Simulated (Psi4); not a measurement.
# BLYP/def2-SVPD run of CH4Se (SMILES C[SeH])

What is the vertical electron affinity of CH4Se at BLYP/def2-SVPD? 

The results are computed with Psi4 1.11.

3 further runs of the same task are left out: 3 set aside as unsound or not needed.

## (1) The system as given

CH4Se: 6 atoms, total charge 0, spin state singlet. SMILES: `C[SeH]`. The shape is that of a PBE0-D4/def2-TZVP optimisation.

Bond lengths: C1–Se2 1.949 Å, C1–H3 1.087 Å, C1–H4 1.089 Å, C1–H5 1.088 Å, Se2–H6 1.468 Å. Angles: C1–Se2–H6 95.4°, Se2–C1–H3 110.6°, Se2–C1–H4 106.0°, Se2–C1–H5 110.6°, H3–C1–H4 109.3°, H3–C1–H5 110.9°, H4–C1–H5 109.3°.

## (2) Energy and forces at BLYP/def2-SVPD

File job.json:

```json
{
 "schema_name": "qcschema_input",
 "schema_version": 1,
 "molecule": {
  "schema_name": "qcschema_molecule",
  "schema_version": 2,
  "symbols": ["C", "Se", "H", "H", "H", "H"],
  "geometry": [-0.25397919, -0.66801819, -0.74417415, 1.61439303, 0.48528167, 2.21230237, -2.26370292, -0.78083483, -0.33032413, 0.4609042, -2.55113027, -1.16633896, 0.09694295, 0.56767373, -2.34836266, 0.34544194, 2.94721686, 2.37689752],
  "molecular_charge": 0,
  "molecular_multiplicity": 1,
  "fix_symmetry": "c1",
  "fix_com": true,
  "fix_orientation": true
 },
 "driver": "gradient",
 "model": {
  "method": "blyp",
  "basis": "def2-SVPD"
 },
 "keywords": {
  "reference": "rks",
  "puream": true,
  "e_convergence": 1e-09,
  "d_convergence": 1e-08,
  "scf_type": "pk",
  "dft_radial_points": 99,
  "dft_spherical_points": 590
 }
}
```

The run is started by

```
psi4 --qcschema job.json -n 1 --memory 1600MB
```

stdout:

```text
[...]
  Running in c1 symmetry.
[...]
  Nuclear repulsion =  100.472744672815082
[...]
  Multiplicity = 1
[...]
  Nalpha       = 22
  Nbeta        = 22
[...]
    Number of basis functions: 93
[...]
   @RKS iter   1: -2440.84661330571817   -1.69522e+00   2.23623e-02 ADIIS/DIIS
[...]
   @RKS iter  12: -2441.74394681989361   -2.72848e-12   8.33368e-10 DIIS
[...]
    Orbital Energies [Eh]
    ---------------------
    Doubly Occupied:
       1A   -452.167717     2A    -57.401682     3A    -51.577839
       4A    -51.576632     5A    -51.573654     6A     -9.950945
       7A     -7.527836     8A     -5.527519     9A     -5.523540
      10A     -5.513394    11A     -1.971356    12A     -1.970818
      13A     -1.962892    14A     -1.959918    15A     -1.958367
      16A     -0.684268    17A     -0.572467    18A     -0.391984
      19A     -0.379605    20A     -0.337588    21A     -0.289471
      22A     -0.191193
[...]
  @RKS Final Energy: -2441.74394681989361
   => Energetics <=
    Nuclear Repulsion Energy =            100.4727446728150824
    One-Electron Energy =               -3596.2555381594538630
    Two-Electron Energy =                1148.0629327983003805
    DFT Exchange-Correlation Energy =     -94.0240861315549381
    Empirical Dispersion Energy =           0.0000000000000000
    VV10 Nonlocal Energy =                  0.0000000000000000
    Total Energy =                      -2441.7439468198936083
[...]
 Multipole Moments:
 ------------------------------------------------------------------------------------
     Multipole            Electronic (a.u.)      Nuclear  (a.u.)        Total (a.u.)
 ------------------------------------------------------------------------------------
 L = 1.  Multiply by 2.5417464519 to convert [e a0] to [Debye]
 Dipole X            :        -52.3420564           52.0050740           -0.3369824
 Dipole Y            :        -12.6966588           12.6743931           -0.0222657
 Dipole Z            :        -69.6939682           69.2851075           -0.4088608
 Magnitude           :                                                    0.5303018
[...]
  -Total Gradient:
     Atom            X                  Y                   Z
    ------   -----------------  -----------------  -----------------
       1        0.001832943195     0.000437622597     0.002504090012
       2       -0.011799406470     0.003084948832    -0.011733664705
       3        0.010088871971     0.000927964105    -0.001058212309
       4       -0.002941559227     0.008898495544     0.002500797396
       5       -0.001104753168    -0.005451031008     0.008483470330
       6        0.003923271880    -0.007897500315    -0.000696880506
[...]
```

The result, in JSON:

```text
{
 "driver": "gradient",
 "model": {
  "method": "blyp",
  "basis": "def2-SVPD"
 },
 "success": true,
 "return_result": [0.0018329431953428219, 0.00043762259726309177, 0.0025040900117363624, -0.01179940647040345, 0.0030849488322388097, -0.011733664705080193, 0.010088871970882929, 0.00092796410499979, -0.0010582123086287781, -0.0029415592268200452, 0.00889849554373584, 0.002500797395738427, -0.0011047531683682221, -0.0054510310076010815, 0.008483470330190035, 0.003923271879650692, -0.007897500314676342, -0.0006968805059175531],
 "properties": {
  "calcinfo_nbasis": 93,
  "calcinfo_nmo": 93,
  "calcinfo_nalpha": 22,
  "calcinfo_nbeta": 22,
  "calcinfo_natom": 6,
  "nuclear_repulsion_energy": 100.47274467281508,
  "return_energy": -2441.7439468198936,
  "return_gradient": [0.0018329431953428219, 0.00043762259726309177, 0.0025040900117363624, -0.01179940647040345, 0.0030849488322388097, -0.011733664705080193, 0.010088871970882929, 0.00092796410499979, -0.0010582123086287781, -0.0029415592268200452, 0.00889849554373584, 0.002500797395738427, -0.0011047531683682221, -0.0054510310076010815, 0.008483470330190035, 0.003923271879650692, -0.007897500314676342, -0.0006968805059175531],
  "scf_one_electron_energy": -3596.255538159454,
  "scf_two_electron_energy": 1148.0629327983004,
  "scf_xc_energy": -94.02408613155494,
  "scf_dipole_moment": [-0.33698236772324464, -0.022265713336876658, -0.40886075155576407],
  "scf_total_energy": -2441.7439468198936,
  "scf_total_gradient": [0.0018329431953428219, 0.00043762259726309177, 0.0025040900117363624, -0.01179940647040345, 0.0030849488322388097, -0.011733664705080193, 0.010088871970882929, 0.00092796410499979, -0.0010582123086287781, -0.0029415592268200452, 0.00889849554373584, 0.002500797395738427, -0.0011047531683682221, -0.0054510310076010815, 0.008483470330190035, 0.003923271879650692, -0.007897500314676342, -0.0006968805059175531],
  "scf_iterations": 12
 }
}
```

It took 27 s on 1 thread of Intel Xeon Platinum 8259CL at 2.50GHz (Skylake/Cascade Lake), shared host; peak memory 0.78 GiB.

## (3) The doublet anion

File input.in:

```
memory 1600 MB

molecule molecule1 {
  -1 2
  C     -0.134400    -0.353500    -0.393800
  Se     0.854300     0.256800     1.170700
  H     -1.197900    -0.413200    -0.174800
  H      0.243900    -1.350000    -0.617200
  H      0.051300     0.300400    -1.242700
  H      0.182800     1.559600     1.257800
  symmetry c1
}

set basis def2-SVPD
set reference uks
set puream true
set e_convergence 1e-09
set d_convergence 1e-08
set scf_type pk
set dft_radial_points 99
set dft_spherical_points 590
set maxiter 200

e, wfn = gradient('blyp', return_wfn=True)
oeprop(wfn, 'WIBERG_LOWDIN_INDICES', 'DIPOLE', 'MAYER_INDICES')
```

The run is started by

```
psi4 input.in input.out -n 1
```

input.out (excerpt; [...] marks lines left out):

```text
[...]
  Running in c1 symmetry.
[...]
  Nuclear repulsion =  100.472744601353170
[...]
  Multiplicity = 2
[...]
  Nalpha       = 23
  Nbeta        = 22
[...]
    Number of basis functions: 93
[...]
   @UKS iter   1: -2440.38121389236130   -1.22982e+00   2.40184e-02 ADIIS/DIIS
[...]
   @UKS iter  15: -2441.70224086440521   -3.63798e-12   5.05280e-09 DIIS
[...]
   @S^2 Observed:                7.502749401E-01
[...]
  @UKS Final Energy: -2441.70224086440521
   => Energetics <=
    Nuclear Repulsion Energy =            100.4727446013531704
    One-Electron Energy =               -3603.9045119344909835
    Two-Electron Energy =                1155.8841214754422708
    DFT Exchange-Correlation Energy =     -94.1545950067094708
    Empirical Dispersion Energy =           0.0000000000000000
    VV10 Nonlocal Energy =                  0.0000000000000000
    Total Energy =                      -2441.7022408644052121
[...]
  -Total Gradient:
     Atom            X                  Y                   Z
    ------   -----------------  -----------------  -----------------
       1        0.006926013639    -0.000567606362     0.007784578955
       2       -0.028729408020     0.009591313572    -0.027171172838
       3        0.016223904175     0.001072164788    -0.001254800761
       4       -0.004590836005     0.011601956291     0.002379880207
       5       -0.001178976261    -0.008850390237     0.013590242359
       6        0.011348277936    -0.012847035968     0.004670347167
[...]
 Multipole Moments:
 ------------------------------------------------------------------------------------
     Multipole            Electronic (a.u.)      Nuclear  (a.u.)        Total (a.u.)
 ------------------------------------------------------------------------------------
 L = 1.  Multiply by 2.5417464519 to convert [e a0] to [Debye]
 Dipole X            :          5.0013235           -5.1333373           -0.1320138
 Dipole Y            :          1.5542355           -1.5188120            0.0354235
 Dipole Z            :          6.8876669           -7.0183588           -0.1306920
 Magnitude           :                                                    0.1891107
[...]
```

Wall time 43 s (1 thread of Intel Xeon Platinum 8259CL at 2.50GHz (Skylake/Cascade Lake), shared host); peak memory 0.79 GiB.

## (4) What came out

Level: BLYP/def2-SVPD.

```
                                         quantity           value
                      singlet CH4Se: total energy  -2441.74395 Eh
                     singlet CH4Se: dipole moment          1.35 D
                       singlet CH4Se: HOMO energy        -5.20 eV
                       singlet CH4Se: LUMO energy        -0.90 eV
                     singlet CH4Se: HOMO–LUMO gap         4.31 eV
          singlet CH4Se: largest force on an atom      0.870 eV/Å
                      doublet anion: total energy  -2441.70224 Eh
doublet anion: HOMO energy (highest over α and β)         2.86 eV
 doublet anion: LUMO energy (lowest over α and β)         3.26 eV
                              doublet anion: ⟨S²⟩           0.750
          doublet anion: largest force on an atom      2.092 eV/Å
vertical electron affinity (to the doublet anion)       -1.135 eV
```

**Reading.** The anion lies 1.13 eV (109 kJ/mol) above the neutral: the electron isn't bound at this level, and such a value depends on the basis. The largest force (singlet CH4Se) is 0.87 eV/Å: the shape isn't a stationary point for this species at this level. The HOMO (doublet anion) lies at positive energy, 2.86 eV, as semi-local functionals often give for anions; only total energies tell whether the electron is bound.
